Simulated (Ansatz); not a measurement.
# CH6AlFOS: the cost of one run

Method: UKS PBE/STO-3G, in Ansatz 0.2.0.

## 1. The system as given

Bond lengths: Al1–O2 2.181 Å, Al1–C3 1.972 Å, Al1–F4 1.648 Å, Al1–S6 2.640 Å, O2–H7 0.957 Å, C3–H8 1.091 Å, C3–H9 1.090 Å, C3–H10 1.092 Å, S6–H11 1.329 Å. Angles: Al1–O2–H7 123.0°, O2–Al1–C3 112.4°, O2–Al1–F4 101.0°, O2–Al1–S6 75.6°, C3–Al1–F4 135.6°, C3–Al1–S6 107.6°, F4–Al1–S6 108.5°, Al1–C3–H8 108.8°, Al1–C3–H9 113.7°, Al1–C3–H10 111.9°, H8–C3–H9 107.7°, H8–C3–H10 107.2°, H9–C3–H10 107.2°, Al1–S6–H11 88.0°.

As a file:

```xyz
11

Al   -0.5617    0.4459    0.4185
O     1.3841    1.3518    0.0300
C    -1.2425   -0.5636   -1.1333
F    -1.1983    1.5183    1.4958
H     1.6377    0.3695    0.7998
S     1.1507   -1.1071    1.6927
H     1.6807    2.1529    0.4606
H    -0.4203   -0.7336   -1.8307
H    -2.0357   -0.0503   -1.6761
H    -1.6292   -1.5431   -0.8450
H     1.2346   -1.8406    0.5877
```

## 2. Run 1

150 steps of 0.5 fs at constant energy, with velocities drawn for 600 K.

The input, input.yaml:

```yaml
crystal:
  periodic: [false, false, false]
  atoms:
    - { symbol: Al, position_ang: [-0.5617, 0.4459, 0.4185] }
    - { symbol: O, position_ang: [1.3841, 1.3518, 0.03] }
    - { symbol: C, position_ang: [-1.2425, -0.5636, -1.1333] }
    - { symbol: F, position_ang: [-1.1983, 1.5183, 1.4958] }
    - { symbol: H, position_ang: [1.6377, 0.3695, 0.7998] }
    - { symbol: S, position_ang: [1.1507, -1.1071, 1.6927] }
    - { symbol: H, position_ang: [1.6807, 2.1529, 0.4606] }
    - { symbol: H, position_ang: [-0.4203, -0.7336, -1.8307] }
    - { symbol: H, position_ang: [-2.0357, -0.0503, -1.6761] }
    - { symbol: H, position_ang: [-1.6292, -1.5431, -0.845] }
    - { symbol: H, position_ang: [1.2346, -1.8406, 0.5877] }
magnetization:
  spin_polarized: true
basis:
  gaussian: { orbitals: STO-3G }
hamiltonian:
  xc: pbe
md:
  timestep: 0.5
  n_steps: 150
  ensemble: nve
  temperature: 600.0
  initial_velocities: maxwell_boltzmann
  seed: 872418
```

The run is started by

```bash
$ ansatz run input.yaml --threads 1 --pin off --max-ram 2048MiB --backend cpu --events-out ev --progress --plain --runs-dir out
```

What time and memory should one allow on 1 thread of Intel Xeon 6975P-C (Granite Rapids), shared host?

About 4.6 min, with a peak of 0.13 GiB.
